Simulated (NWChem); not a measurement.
# AlF2 (SMILES [F][Al][F]) at UM06-2X/cc-pCVDZ

What is the electronic atomisation energy of AlF2 at UM06-2X/cc-pCVDZ? 

The results are computed with NWChem 7.3.0.

15 further runs of the same task are left out: 15 set aside as unsound or not needed.

### 1 The structure to begin with

AlF2 has 3 atoms, charge 0, and is taken as a doublet. SMILES: `[F][Al][F]`. Geometry: relaxed at PBE0-D4/def2-TZVP.

Bond lengths: F1–Al2 1.647 Å, Al2–F3 1.647 Å. Angles: F1–Al2–F3 119.7°.

### 2 The energy at UM06-2X/cc-pCVDZ

The input, alf2.nw:

```
start alf2
memory stack 880 mb heap 220 mb global 1100 mb
geometry units angstrom noautosym nocenter noautoz
   F        0.533000      -1.361200       0.136400
   Al       0.388700       0.275400       0.245200
   F       -0.932500       1.021000      -0.394800
end
basis spherical bse
   F library cc-pCVDZ
   Al library cc-pCVDZ
end
dft
   xc m06-2x
   mult 2
   grid fine
   convergence energy 1e-08
   maxiter 100
   mulliken
   print low
end
task dft energy
```

Run with:

```console
nwchem alf2.nw > alf2.out
```

Log:

```text
[...]
 d= 0,ls=0.0,diis     1   -442.0231321262 -5.32D+02  1.01D-02  2.43D-01     1.9
[...]
 d= 0,ls=0.0,diis    12   -442.1321632351 -1.89D-09  4.01D-07  1.29D-10    15.6
[...]
         Total DFT energy =     -442.132163235079
      One electron energy =     -796.199566373278
           Coulomb energy =      303.436899244840
    Exchange-Corr. energy =      -39.630255546448
 Nuclear repulsion energy =       90.260759439807
[...]
      Total Density - Mulliken Population Analysis
     ---------------------------------------------
    Atom       Charge   Shell Charges
 -----------   ------   -------------------------------------------------------
    1 F    9     9.41   2.00 -0.00  0.88  1.04  0.00  3.31  2.17  0.00
    2 Al  13    12.19   2.00 -0.01  2.03  0.65  0.33  6.05 -0.03  0.63  0.20  0.00  0.34
    3 F    9     9.41   2.00 -0.00  0.88  1.04  0.00  3.31  2.17  0.00
[...]
      <S2> =      0.7513 (Exact =     0.7500)
[...]
```

Run time: 16 s. Hardware: 1 thread of Intel Xeon Platinum 8375C at 2.90GHz (Ice Lake), shared host; peak memory 0.11 GiB.

### 3 The Al atom, same level

The input, input.nw:

```
start input
memory stack 880 mb heap 220 mb global 1100 mb
geometry units angstroms noautosym nocenter noautoz
Al       0.000000       0.000000       0.000000
end
basis spherical bse
* library cc-pCVDZ
end
dft
xc m06-2x
mult 2
grid fine
convergence energy 1e-08
maxiter 100
mulliken
print low
end
task dft energy
```

Run with:

```console
nwchem input.nw > input.out
```

Log:

```text
[...]
 d= 0,ls=0.0,diis     1   -242.3323099070 -2.42D+02  1.03D-02  2.57D-02     0.5
[...]
 d= 0,ls=0.0,diis     8   -242.3394463725 -2.11D-09  1.45D-06  1.82D-10     2.4
[...]
         Total DFT energy =     -242.339446372504
      One electron energy =     -336.848154577239
           Coulomb energy =      113.063802083460
    Exchange-Corr. energy =      -18.555093878725
 Nuclear repulsion energy =        0.000000000000
[...]
      Total Density - Mulliken Population Analysis
     ---------------------------------------------
    Atom       Charge   Shell Charges
 -----------   ------   -------------------------------------------------------
    1 Al  13    13.00   2.00 -0.01  2.03  1.12  0.87  6.04 -0.03  0.42  0.57  0.00  0.00
     --------------------------------------------
      Spin Density - Mulliken Population Analysis
     --------------------------------------------
    Atom       Charge   Shell Charges
 -----------   ------   -------------------------------------------------------
    1 Al  13     1.00  -0.00  0.00 -0.00  0.05 -0.05  0.00 -0.00  0.43  0.57 -0.00 -0.00
[...]
      <S2> =      0.7520 (Exact =     0.7500)
[...]
```

Run time: 3 s. Hardware: 1 thread of Intel Xeon Platinum 8375C at 2.90GHz (Ice Lake), shared host; peak memory 0.11 GiB.

### 4 The F atom, same level

The input, f.nw:

```
start f
title "F"
memory 2200 mb
charge 0
geometry units atomic noautosym nocenter noautoz
  F      0.00000000     0.00000000     0.00000000
end
basis spherical bse
  F library cc-pCVDZ
end
dft
  xc m06-2x
  mult 2
  grid fine
  convergence energy 1e-08
  iterations 100
  mulliken
  print low
end
task dft
```

Run the same way, it converges to -99.69611 Eh (log not shown).

### 5 Summary of results

At UM06-2X/cc-pCVDZ:

| quantity | value |
| --- | --- |
| molecule: total energy | -442.13216 Eh |
| molecule: ⟨S²⟩ | 0.751 |
| Al atom: total energy | -242.33945 Eh |
| Al atom: ⟨S²⟩ | 0.752 |
| F atom: total energy | -99.69611 Eh |
| F atom: ⟨S²⟩ | 0.751 |
| electronic atomisation energy | 10.898 eV |

Taking the molecule apart into free atoms costs 10.90 eV (1052 kJ/mol), before zero-point energy and without spin-orbit coupling.
